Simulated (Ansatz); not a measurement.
# H₇NSiSn: a ladder of functionals and wavefunction methods

One table from this session's results is given with a row withheld; the runs are named, their logs left out.

The runs use Ansatz 0.2.0, Gaussian basis; functionals in def2-TZVPP, the program's frozen cores in correlated methods.

Levels to be run: LDA (SPW92), PBE-D4, revPBE-D4, BLYP-D4, r2SCAN-D4, B97M-V, PBE0-D4, B3LYP-D4, r2SCANh-D4, r2SCAN0-D4, HSE06-D4, BHLYP-D4, CAM-B3LYP-D4, LC-ωPBE, ωB97X-V, ωB97M-V, B2PLYP, PBE-QIDH; CCSD(T)/def2-SVP; CCSD(T)/def2-TZVPP; MP2/def2-QZVPP; extrapolation to the limit; RPA on PBE.

## The relaxed structure

All runs share one geometry, relaxed beforehand with PBE0-D4 in a triple-zeta def2 set. Sn takes the def2 core potential; no spin-orbit term is included.

SMILES `[SiH3][NH][SnH3]`, 10 atoms, charge 0, spin multiplicity 1.

Atoms are counted from 1 here; the program's logs count them from 0.

Bond lengths: Si1–N2 1.713 Å, Si1–H4 1.491 Å, Si1–H5 1.489 Å, Si1–H6 1.492 Å, N2–Sn3 2.025 Å, N2–H7 1.009 Å, Sn3–H8 1.705 Å, Sn3–H9 1.709 Å, Sn3–H10 1.704 Å. Angles: N2–Si1–H4 112.5°, N2–Si1–H5 106.5°, N2–Si1–H6 113.9°, H4–Si1–H5 109.0°, H4–Si1–H6 106.7°, H5–Si1–H6 108.1°, Si1–N2–Sn3 126.8°, Si1–N2–H7 118.2°, Sn3–N2–H7 114.4°, N2–Sn3–H8 105.7°, N2–Sn3–H9 109.8°, N2–Sn3–H10 107.5°, H8–Sn3–H9 111.0°, H8–Sn3–H10 112.4°, H9–Sn3–H10 110.3°.

Set-up of the first run:

in.yaml

```yaml
crystal:
  periodic: [false, false, false]
  atoms:
    - {symbol: Si, position_ang: [-1.208471, 0.774653, -0.792531]}
    - {symbol: N, position_ang: [-0.422280, -0.580557, -0.100525]}
    - {symbol: Sn, position_ang: [1.386856, -0.599805, 0.810020]}
    - {symbol: H, position_ang: [-1.700813, 0.504088, -2.173370]}
    - {symbol: H, position_ang: [-0.199831, 1.869009, -0.842913]}
    - {symbol: H, position_ang: [-2.380254, 1.261492, -0.006824]}
    - {symbol: H, position_ang: [-0.943238, -1.440005, -0.012365]}
    - {symbol: H, position_ang: [1.740341, -2.242947, 1.098003]}
    - {symbol: H, position_ang: [1.307573, 0.275813, 2.276008]}
    - {symbol: H, position_ang: [2.503417, 0.127059, -0.252703]}
basis:
  gaussian: {orbitals: def2-TZVPP}
hamiltonian: {xc: lda}
output: {orbitals: {seedname: orbitals}}
```

Command:

```bash
$ ansatz run in.yaml --threads 2 --pin off --events-out ev --progress --plain --max-ram 4352MiB
```

Among the steps run: LDA; PBE-D4 (GGA); revPBE-D4 (GGA); BLYP-D4 (GGA); r2SCAN-D4 (meta-GGA); B97M-V (meta-GGA); B3LYP-D4 (hybrid); r2SCANh-D4 (hybrid); r2SCAN0-D4 (hybrid); HSE06-D4 (hybrid); BHLYP-D4 (hybrid); CAM-B3LYP-D4 (range-separated); LC-ωPBE (range-separated); ωB97X-V (range-separated); ωB97M-V (range-separated); B2PLYP (double hybrid); PBE-QIDH (double hybrid).

One of the session's tables, all rows but one given; the rest of the session is left out.

It belongs to the step «Orbital energies across the functionals». 

```
  functional  HOMO (eV)  gap (eV)
 LDA (SPW92)      -5.92      4.46
      PBE-D4          ?         ?
   revPBE-D4      -5.78      4.64
     BLYP-D4      -5.71      4.56
   r2SCAN-D4      -6.11      5.25
      B97M-V      -6.28      5.14
     PBE0-D4      -7.15      6.71
    B3LYP-D4      -6.93      6.25
  r2SCANh-D4      -6.60      6.01
  r2SCAN0-D4      -7.35      7.14
    HSE06-D4      -6.75      5.94
    BHLYP-D4      -8.40      8.69
CAM-B3LYP-D4      -8.52      8.95
     LC-ωPBE      -9.89     11.44
     ωB97X-V      -9.54     10.94
     ωB97M-V      -9.44     10.47
```

**Question.** Estimate the row for PBE-D4.

As computed: HOMO (eV): -5.83; gap (eV): 4.58. In the column «HOMO (eV)» it lies between LDA (SPW92) (-5.92) and revPBE-D4 (-5.78).
